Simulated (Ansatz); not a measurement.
# C2H9FSi2: up Jacob's ladder to CCSD(T)

An exercise on one series of results from a longer session: the logs are not shown, and one member is left open.

Program: Ansatz 0.2.0, Gaussian basis. Level of theory: functionals in def2-TZVPP, the program's frozen cores in correlated methods. These are calculated values, not measurements.

The runs, in order: PBE-D4, r2SCAN-D4, PBE0-D4, B3LYP-D4, ωB97X-V, ωB97M-V, B2PLYP; CCSD(T)/def2-TZVPP; MP2/def2-QZVPP; extrapolation to the limit.

## The relaxed structure

The geometry comes from an earlier relaxation with PBE0-D4 in a triple-zeta def2 set; it is a stationary point, not always the lowest conformer.

SMILES `C[SiH](C)[SiH2]F`, 14 atoms, charge 0, spin multiplicity 1.

Atoms are counted from 1 here; the program's logs count them from 0.

Bond lengths: C1–Si2 1.876 Å, C1–H6 1.092 Å, C1–H7 1.093 Å, C1–H8 1.093 Å, Si2–C3 1.878 Å, Si2–Si4 2.347 Å, Si2–H9 1.493 Å, C3–H10 1.093 Å, C3–H11 1.093 Å, C3–H12 1.092 Å, Si4–F5 1.611 Å, Si4–H13 1.489 Å, Si4–H14 1.491 Å. Angles: Si2–C1–H6 111.0°, Si2–C1–H7 111.0°, Si2–C1–H8 110.6°, H6–C1–H7 108.0°, H6–C1–H8 108.1°, H7–C1–H8 108.1°, C1–Si2–C3 111.4°, C1–Si2–Si4 110.1°, C1–Si2–H9 109.3°, C3–Si2–Si4 108.8°, C3–Si2–H9 109.2°, Si4–Si2–H9 107.9°, Si2–C3–H10 111.1°, Si2–C3–H11 110.4°, Si2–C3–H12 111.4°, H10–C3–H11 107.9°, H10–C3–H12 108.1°, H11–C3–H12 107.9° and more.

The first run:

Input file in.yaml:

```yaml
crystal:
  periodic: [false, false, false]
  atoms:
    - {symbol: C, position_ang: [-1.254001, 0.542118, 1.282332]}
    - {symbol: Si, position_ang: [0.319771, 0.384951, 0.274314]}
    - {symbol: C, position_ang: [1.260617, -1.180657, 0.709976]}
    - {symbol: Si, position_ang: [-0.189098, 0.347248, -2.016123]}
    - {symbol: F, position_ang: [-1.054637, 1.646794, -2.414747]}
    - {symbol: H, position_ang: [-1.800476, 1.449175, 1.015111]}
    - {symbol: H, position_ang: [-1.913907, -0.312217, 1.112617]}
    - {symbol: H, position_ang: [-1.024608, 0.586574, 2.350163]}
    - {symbol: H, position_ang: [1.191342, 1.569599, 0.530269]}
    - {symbol: H, position_ang: [0.657535, -2.069820, 0.510050]}
    - {symbol: H, position_ang: [1.523143, -1.183872, 1.771110]}
    - {symbol: H, position_ang: [2.186045, -1.262697, 0.135499]}
    - {symbol: H, position_ang: [1.028460, 0.344004, -2.873790]}
    - {symbol: H, position_ang: [-1.003886, -0.847298, -2.379180]}
basis:
  gaussian: {orbitals: def2-TZVPP}
hamiltonian: {xc: pbe, dispersion: d4}
output: {forces: true, orbitals: {seedname: orbitals}}
```

On the command line:

```bash
$ ansatz run in.yaml --threads 4 --pin off --events-out ev --progress --plain --max-ram 10444MiB
```

Among the steps run: PBE-D4 (GGA); r2SCAN-D4 (meta-GGA); PBE0-D4 (hybrid); B3LYP-D4 (hybrid); ωB97X-V (range-separated); ωB97M-V (range-separated); B2PLYP (double hybrid); CCSD(T) in def2-TZVPP; MP2 in def2-QZVPP.

One of the session's tables, all rows but one given; the rest of the session is left out.

| method | atomisation energy (eV) |
| --- | --- |
| PBE-D4 | 52.125 |
| r2SCAN-D4 | 52.011 |
| PBE0-D4 | 51.733 |
| B3LYP-D4 | 51.905 |
| ωB97X-V | 52.179 |
| ωB97M-V | 52.010 |
| B2PLYP | 51.345 |
| HF/def2-TZVPP | 39.806 |
| MP2/def2-TZVPP | ? |
| CCSD/def2-TZVPP | 50.288 |
| CCSD(T)/def2-TZVPP | 50.802 |
| MP2/CBS | 52.300 |
| CCSD(T)/CBS | 52.033 |

Estimate the missing values for MP2/def2-TZVPP.

**Answer.** atomisation energy (eV): 51.069. In the column «atomisation energy (eV)» it lies between CCSD(T)/def2-TZVPP (50.802) and B2PLYP (51.345).
